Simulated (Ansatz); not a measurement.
# SiSbH5 (SMILES [SiH3][SbH2]): one structure at several levels

An exercise on one series of results from a longer session: the logs are not shown, and one member is left open.

Computed with Ansatz 0.2.0, Gaussian basis. Level: single points in def2-TZVPP.

Cores are frozen in the correlated methods. Filled d shells of the heavier atoms are correlated. Core potentials replace the inner electrons past krypton, and spin-orbit coupling is left out.

## The system as given

7 atoms, charge 0, spin multiplicity 1.

Atoms are counted from 1 here; the program's logs count them from 0.

Bond lengths: Si1–Sb2 2.603 Å, Si1–H3 1.520 Å, Si1–H4 1.336 Å, Si1–H5 1.471 Å, Sb2–H6 1.734 Å, Sb2–H7 1.825 Å. Angles: Sb2–Si1–H3 105.6°, Sb2–Si1–H4 112.6°, Sb2–Si1–H5 109.9°, H3–Si1–H4 120.6°, H3–Si1–H5 110.3°, H4–Si1–H5 97.6°, Si1–Sb2–H6 91.3°, Si1–Sb2–H7 90.5°, H6–Sb2–H7 86.8°.

Coordinates:

```
Si   -0.6293   -0.5756   -0.4049
Sb    1.1771    0.1445    1.3261
H    -1.9008   -0.7936    0.3994
H    -0.1872   -1.5140   -1.2468
H    -0.8285    0.4944   -1.3945
H     0.4889    1.7313    1.4448
H     2.2218    0.8075   -0.0151
```

The first run:

Contents of run/in.yaml:

```yaml
crystal:
  periodic: [false, false, false]
  atoms:
    - {symbol: Si, position_ang: [-0.629300, -0.575600, -0.404900]}
    - {symbol: Sb, position_ang: [1.177100, 0.144500, 1.326100]}
    - {symbol: H, position_ang: [-1.900800, -0.793600, 0.399400]}
    - {symbol: H, position_ang: [-0.187200, -1.514000, -1.246800]}
    - {symbol: H, position_ang: [-0.828500, 0.494400, -1.394500]}
    - {symbol: H, position_ang: [0.488900, 1.731300, 1.444800]}
    - {symbol: H, position_ang: [2.221800, 0.807500, -0.015100]}
basis:
  gaussian: {orbitals: def2-TZVPP}
correlation: {method: ccsd_t}
output: {forces: true}
```

On the command line:

```bash
> ansatz run in.yaml --threads 4 --pin off --events-out ev --progress --plain --max-ram 5222MiB
```

Among the steps run: CCSD(T)/def2-TZVPP; PBE0-D4/def2-TZVPP; wB97M-V/def2-TZVPP; r2SCAN-D4/def2-TZVPP; PBE-D4/def2-TZVPP; BHLYP-D4/def2-TZVPP; B97M-V/def2-TZVPP.

One table of the session follows, with a row left open; its other results are not shown here.

```
   method  RMS force component (eV/Å)  angle to CCSD(T) forces (°)  dipole (D)
  CCSD(T)                       1.313                    reference        0.75
  PBE0-D4                       1.312                          2.7        0.74
  wB97M-V                           ?                            ?           ?
r2SCAN-D4                       1.295                          2.9        0.74
   PBE-D4                       1.290                          8.2        0.73
 BHLYP-D4                       1.295                          3.7        0.88
   B97M-V                       1.235                          4.0        0.97
```

Q: Estimate the row for wB97M-V from the others.

The run gave: RMS force component (eV/Å): 1.302; angle to CCSD(T) forces (°): 2.2; dipole (D): 0.82. In the column «RMS force component (eV/Å)» it lies between BHLYP-D4 (1.295) and PBE0-D4 (1.312).

Caveats from the session: CCSD(T) in triple zeta still lacks some correlation energy of the bonds, so part of these gaps is its own basis error and they don't rank the functionals.
